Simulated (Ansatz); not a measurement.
Working through a rigid scan of one bond length of CH₆BISi, SMILES CB[SiH2]I

Computed with Ansatz 0.2.0, Python API.

Interactive session:
```pycon
>>> import ansatz as az
>>> import numpy as np
>>> BASIS = "def2-SVP"
>>> XC = "hf"
>>> GEOMETRY = """
... C    -1.32660    0.61120   -0.21920
... B    -0.48350   -0.48470    0.41630
... Si    1.42000   -0.41410    0.23790
... I     2.14830   -0.45920   -2.13460
... H    -1.09980    1.63120    0.18920
... H    -1.20860    0.69710   -1.32900
... H    -2.41900    0.45070   -0.02350
... H    -0.94790   -1.35460    0.99940
... H     1.95530    0.84330    0.90310
... H     2.04490   -1.57210    0.96340
... """
>>> geometry = az.Crystal.molecule()
>>> for line in GEOMETRY.strip().splitlines():
...     symbol, *xyz = line.split()
...     geometry = geometry.atom(symbol, [float(v) for v in xyz])
...
>>> symbols = [site.symbol for site in geometry.cartesian_sites]
>>> start = np.array([site.position_ang for site in geometry.cartesian_sites])
>>> axis = (start[3] - start[2]) / np.linalg.norm(start[3] - start[2])
>>> moving = [3]
>>> lengths, energies = [2.184, 2.284, 2.383, 2.482, 2.581, 2.681, 2.78, 2.929], []
>>> for length in lengths:
...     xyz = start.copy()
...     xyz[moving] += (length - np.linalg.norm(start[3] - start[2])) * axis
...     point = az.Crystal.molecule()
...     for symbol, place in zip(symbols, xyz):
...         point = point.atom(symbol, place.tolist())
...     setup = point.calculation().basis(gaussian=BASIS).functional(XC)
...     report = setup.run(threads=1).report
...     energies.append(report["free_energy_ev"])
...     print(f"r = {length:6.3f} A  E = {energies[-1]:.5f} eV  <S^2> = {abs(report['mean_field']['state']['spin_squared']):.3f}")
...
r =  2.184 A  E = -17727.43308 eV  <S^2> = 0.000
r =  2.284 A  E = -17727.91362 eV  <S^2> = 0.000
r =  2.383 A  E = -17728.14622 eV  <S^2> = 0.000
r =  2.482 A  E = -17728.20914 eV  <S^2> = 0.000
r =  2.581 A  E = -17728.15461 eV  <S^2> = 0.000
r =  2.681 A  E = -17728.01893 eV  <S^2> = 0.000
r =  2.780 A  E = -17727.83257 eV  <S^2> = 0.000
r =  2.929 A  E = -17727.49640 eV  <S^2> = 0.000
>>> fit = np.polynomial.Polynomial.fit(lengths, np.array(energies) - min(energies), 4).convert()
>>> roots = [r.real for r in fit.deriv().roots() if abs(r.imag) < 1e-9 and fit.deriv(2)(r.real) > 0]
>>> r_e = min(roots, key=lambda r: abs(r - lengths[int(np.argmin(energies))]))
>>> print(f"minimum of the fit at {r_e:.4f} A, force constant {fit.deriv(2)(r_e):.2f} eV/A^2")
minimum of the fit at 2.4782 A, force constant 12.22 eV/A^2
```

Reading the output:
- The settings weren't tested for convergence.
- The rest of the molecule is held rigid at a force-field or estimated start geometry, and the basis set is modest; single-reference methods fail as a bond breaks.
- def2 sets replace the cores of elements past krypton by effective core potentials.
- Hartree-Fock leaves correlation out, so bond, atomisation and ionisation energies come out well too low.
- The orbitals are restricted, so S² is zero by construction.
- Timing: 23 s on 1 thread of Arm Neoverse N1 (shared host), peak memory 0.26 GiB.
